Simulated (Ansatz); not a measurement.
# CsSnI3: the cost of one run

Method: DFT PBE, scalar-relativistic, plane waves, PAW, and further levels as typed in the inputs, in Ansatz 0.2.0.

The COD cell was measured well above room temperature, so it is larger than a cold one.

**1. The starting structure**

The structure is cubic, space group Pm-3m (No. 221). Conventional cell: a = 6.206 Å, b = 6.206 Å, c = 6.206 Å, α = 90.00°, β = 90.00°, γ = 90.00°. Cs (site symmetry m-3m) has 12 I at 4.39 Å as nearest neighbours. Around Sn (site symmetry m-3m) lie 6 I at 3.10 Å. I (site symmetry 4/mmm) has 2 Sn at 3.10 Å and 4 Cs at 4.39 Å as nearest neighbours.

As a file:

```cif
data_structure
_symmetry_space_group_name_H-M 'P 1'
_symmetry_Int_Tables_number 1
_cell_length_a 6.2059
_cell_length_b 6.2059
_cell_length_c 6.2059
_cell_angle_alpha 90.000
_cell_angle_beta 90.000
_cell_angle_gamma 90.000
_cell_volume 239.01
loop_
_atom_site_label
_atom_site_type_symbol
_atom_site_fract_x
_atom_site_fract_y
_atom_site_fract_z
_atom_site_occupancy
Cs1 Cs 0.00000 0.00000 0.00000 1
Sn1 Sn 0.50000 0.50000 0.50000 1
I1 I 0.00000 0.50000 0.50000 1
I2 I 0.50000 0.00000 0.50000 1
I3 I 0.50000 0.50000 0.00000 1
```

The structure rests on an entry of the Crystallography Open Database; cell or positions may have been set otherwise for this series.

**2. Relaxing the atoms: CsSnI3, no spin**

input.yaml

```yaml
crystal:
  lattice:
    - [6.20589, 0.0, 0.0]
    - [0.0, 6.20589, 0.0]
    - [0.0, 0.0, 6.20589]
  atoms:
    - { symbol: Cs, position: [0.0, 0.0, 0.0] }
    - { symbol: Sn, position: [0.5, 0.5, 0.5] }
    - { symbol: I, position: [0.0, 0.5, 0.5] }
    - { symbol: I, position: [0.5, 0.0, 0.5] }
    - { symbol: I, position: [0.5, 0.5, 0.0] }
scf:
  occupations: { method: fixed }
output:
  forces: true
  stress: true
  eigenvalues: true
  write_density: true
  write_potential: true
  elf: true
  volumetric_format: npy
kpoints:
  mp_grid: { grid: [6, 6, 6] }
relax:
  f_tol: 0.003
  max_steps: 60
hamiltonian:
  pseudopotentials: { kind: paw, azcp: { folder: soft_1 } }
```

On the command line:

```console
> ansatz run input.yaml --threads 8 --pin off --max-ram 32768MiB --backend cpu --events-out ev --progress --plain --runs-dir out
```

**Question.** How long does this run take on 8 threads of AMD EPYC 9R45 (Zen 5), shared host, and how much memory does it need?

About 1.9 s, with a peak of 0.93 GiB.
